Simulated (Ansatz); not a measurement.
YbNiH₃, space group Pm-3m: an equation of state with a fit, run with the Ansatz DFT code, driven from Python.

Script `ybnih3.py`:
```python
"""Energy against volume for YbNiH3, with a fit."""

import ansatz as az
import numpy as np
from pymatgen.analysis.eos import EOS

VECTORS = np.array([
    [3.470453, 0.0, 0.0],
    [0.0, 3.470453, 0.0],
    [0.0, 0.0, 3.470453],
])
SITES = [
    ("Yb", (0.5, 0.5, 0.5), 0.0),
    ("Ni", (0.0, 0.0, 0.0), 1.5),
    ("H", (0.0, 0.0, 0.5), 0.0),
    ("H", (0.0, 0.5, 0.0), 0.0),
    ("H", (0.5, 0.0, 0.0), 0.0),
]


def crystal_on(cell):
    crystal = az.Crystal(lattice=az.Lattice.of(cell))
    for symbol, position, moment in SITES:
        crystal = crystal.atom(symbol, position, moment=moment or None)
    return crystal

# uniform scaling of the cell
volumes, energies = [], []
for scale in np.linspace(0.92, 1.08, 7):
    cell = VECTORS * scale ** (1 / 3)
    model = crystal_on(cell).calculation()
    model = model.functional(az.Functional.PBESOL, dispersion="d3bj")
    model = model.basis(35 * az.Ry, density_ratio=8).occupations("cold", width=0.3)
    model = model.spin("collinear")
    model = model.scf(extra_bands=6)
    model = model.kpoints(7, 7, 7)
    summary = model.run(threads=1).report
    volumes.append(abs(np.linalg.det(cell)) / len(SITES))
    energies.append(summary["free_energy_ev"] / len(SITES))
    print(f"V = {volumes[-1]:8.4f} A^3/atom  F = {energies[-1]:.5f} eV/atom")

for form in ["murnaghan", "pourier_tarantola"]:
    fit = EOS(eos_name=form).fit(volumes, energies)
    print(f"{form:18s} V0 {fit.v0:8.4f} A^3/atom  B0 {fit.b0_GPa:7.1f} GPa  B1 {fit.b1:5.2f}")
```

Its results, one of them left out:

| V (Å³/atom) | F less the lowest row shown (meV/atom) |
| --- | --- |
| 7.691 | ? |
| 7.914 | 0.00 |
| 8.137 | 1.17 |
| 8.360 | 6.84 |
| 8.583 | 16.39 |
| 8.806 | 29.31 |
| 9.028 | 45.14 |

What is the missing energy at 7.691 Å³ an atom?

A third-order Birch-Murnaghan fit, E = E0 + (9 V0 B0 / 16) [(t - 1)³ B' + (t - 1)² (6 - 4t)] with t = (V0/V)^(2/3), through the 6 rows shown gives V0 = 7.971 Å³, B0 = 128.3 GPa, B' = 4.19 and E0 = -0.16 meV. At V = 7.691 Å³, t = 1.02411, and the fit extrapolates to 4.02 meV. The run gave 4.01 meV, a miss of 0.01 meV.

The settings weren't tested for convergence. Open f shells: without a Hubbard U, without spin-orbit coupling; the state reached hangs on the start and needn't be the lowest. Dispersion corrections can be off by several per cent in the lattices of metals, and by several GPa in the pressure at a fixed cell. The mesh is modest for a metal, so energies can be off by several to tens of meV an atom and pressures by half a GPa or more; differences at equal mesh fare better. This cell is a computed structure, which may not be the phase found in nature. The whole script took 100 s on 1 thread of Intel(R) Xeon(R) Platinum 8259CL CPU @ 2.50GHz (Skylake/Cascade Lake) (shared host), peak memory 0.6 GiB.
